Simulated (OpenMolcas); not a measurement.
**Cr²⁺ among point charges: CASSCF and CASPT2 levels and susceptibility**

How does a field of 4 point charges split the states of Cr²⁺, and what χT follows?

Program: OpenMolcas 26.06. Level of theory: state-averaged CASSCF and CASPT2, spin-orbit coupling by RASSI with atomic mean-field integrals. These are calculated values, not measurements, unless marked.

### Step 1. The atom as given

* Species: Cr²⁺ (chromium, Z = 24, 22 electrons)
* Basis: ANO-RCC-VDZP [5s4p2d1f], 34 functions
* Scalar Hamiltonian: DKH2, point nucleus
* Inactive shells: 1s 2s 2p 3s 3p
* Active space: 4 electrons in 5 orbitals (3d)
* Some configurations of this space: 3d4
* Orbitals: optimised for each spin and parity, averaged over all roots

The outer shells:

3d4
```
3d [↑ ][↑ ][↑ ][↑ ][  ]
```

The ion sits among 4 point charges of -2 e arranged as a tetrahedron (Td), 1.97 Å from the ion.

The work runs as a chain of OpenMolcas steps in one folder; each step below is one input file. Labels, J, g values, rates, χT and fits are worked out afterwards by a script from the matrices that RASSI stores.

### Step 2. Basis and integrals

a.inp reads:

```
&GATEWAY
Coord
1

Cr 0.0 0.0 0.0
Basis=ANO-RCC-VDZP
Group=NoSym
NoMove
AngMom=0.0 0.0 0.0
AMFI
XField
4 Angstrom 0
1.137380 1.137380 1.137380 -2.000000
1.137380 -1.137380 -1.137380 -2.000000
-1.137380 1.137380 -1.137380 -2.000000
-1.137380 -1.137380 1.137380 -2.000000
&SEWARD
```

Run with:

```sh
$ OMP_NUM_THREADS=1 MOLCAS_MEM=1689 MOLCAS_PROJECT=a pymolcas a.inp > a.log
```

### Step 3. CASSCF: quintets, 5 roots

a.inp reads:

```
&RASSCF
FileOrb=start.orb
Symmetry=1
Spin=5
nActEl=4 0 0
Inactive=9
Ras2=5
CIRoot=5 5 1
SDav=5
CIMx=300
Iter=120 100
PrWF=0.3
OrbListing=Nothing
MaxOrb=0
>>> COPY $Project.JobIph JOB001
```

start.orb holds the contracted functions of the basis, ordered by shell, or the orbitals of the step before.

### Step 4. CASSCF: triplets, 45 roots

a.inp reads:

```
&RASSCF
FileOrb=start.orb
Symmetry=1
Spin=3
nActEl=4 0 0
Inactive=9
Ras2=5
CIRoot=45 45 1
SDav=45
CIMx=300
Iter=120 100
PrWF=0.3
OrbListing=Nothing
MaxOrb=0
>>> COPY $Project.JobIph JOB002
```

### Step 5. CASSCF: singlets, 50 roots

a.inp reads:

```
&RASSCF
FileOrb=start.orb
Symmetry=1
Spin=1
nActEl=4 0 0
Inactive=9
Ras2=5
CIRoot=50 50 1
SDav=50
CIMx=300
Iter=120 100
PrWF=0.3
OrbListing=Nothing
MaxOrb=0
>>> COPY $Project.JobIph JOB003
```

### Step 6. State interaction with spin-orbit coupling

a.inp reads:

```
&RASSI
NrOfJobIphs=3 5 45 50
1 2 3 4 5
1 2 3 4 5 6 7 8 9 10 11 12 13 14 15 16 17 18 19 20 21 22 23 24 25 26 27
28 29 30 31 32 33 34 35 36 37 38 39 40 41 42 43 44 45
1 2 3 4 5 6 7 8 9 10 11 12 13 14 15 16 17 18 19 20 21 22 23 24 25 26 27
28 29 30 31 32 33 34 35 36 37 38 39 40 41 42 43 44 45 46 47 48 49 50
IphNames
JOB001
JOB002
JOB003
EJob
SpinOrbit
DIPRint=1.0
SOCoupling=1000.0
Subsets=2
Property=9
'ANGMOM' 1 'ANGMOM' 2 'ANGMOM' 3 'MLTPL  1' 1 'MLTPL  1' 2 'MLTPL  1' 3
'AMFI' 1 'AMFI' 2 'AMFI' 3
SOProperty=3
'ANGMOM' 1 'ANGMOM' 2 'ANGMOM' 3
```

### Step 7. CASPT2: IPEA 0.25, imaginary shift 0.1 (closed shells correlated: 3s 3p)

a.inp reads:

```
>>> COPY JOB001 $Project.JobIph
&CASPT2
Multistate=5 1 2 3 4 5
NoMult
Frozen=5
IPEA=0.25
Imaginary=0.1
MaxIter=60
WThr=0.0 0.3 0.05
PrWF=0.5
NoMix
>>> COPY JOB002 $Project.JobIph
&CASPT2
Multistate=45 1 2 3 4 5 6 7 8 9 10 11 12 13 14 15 16 17 18 19 20 21 22
23 24 25 26 27 28 29 30 31 32 33 34 35 36 37 38 39 40 41 42 43 44 45
NoMult
Frozen=5
IPEA=0.25
Imaginary=0.1
MaxIter=60
WThr=0.0 0.3 0.05
PrWF=0.5
NoMix
>>> COPY JOB003 $Project.JobIph
&CASPT2
Multistate=50 1 2 3 4 5 6 7 8 9 10 11 12 13 14 15 16 17 18 19 20 21 22
23 24 25 26 27 28 29 30 31 32 33 34 35 36 37 38 39 40 41 42 43 44 45 46
47 48 49 50
NoMult
Frozen=5
IPEA=0.25
Imaginary=0.1
MaxIter=60
WThr=0.0 0.3 0.05
PrWF=0.5
NoMix
```

(Steps that only read results are left out.)

Q: Predict the outcome of this session. Wanted: spin-free ground state; first state of the same spin within the active space; lowest level; next level.

**Answer**, as computed:

```
                                            quantity                                                                        value
                                              method  SS-CASPT2, IPEA 0.25, imaginary shift 0.1 (closed shells correlated: 3s 3p)
                              spin-free ground state                                              5T2, 3-fold in its orbital part
first state of the same spin within the active space                                                              5E at 2150 cm⁻¹
                                        lowest level                                                                    1-fold A1
                                          next level                                                                    23.2 cm⁻¹
                                         χT at 300 K                                                               2.58 cm³ K/mol
                           effective moment at 300 K                                                                      4.55 μB
```

Cost by method:

```
                                              method  time of its own steps  time with the reference
                                           A. CASSCF                   31 s                     31 s
B. SS-CASPT2, IPEA 0.25, imaginary shift 0.1, +3s 3p                   11 s                     41 s
```

Times are of one thread on a shared host.

The spin-free ground state (5T2) comes to 100 % from free-ion D terms and keeps the highest spin of the shell. χT at 300 K is 2.58, against 3.01 cm³ K/mol for the spin alone, so spin-orbit coupling lowers it. An active space of the d shell alone favours high spin; real ions in strong fields can be low spin. CASPT2 does not keep the components of a term degenerate, and the means are used. The field of point charges can differ much from that of real complexes. This is an electrostatic model: the charges have no orbitals.
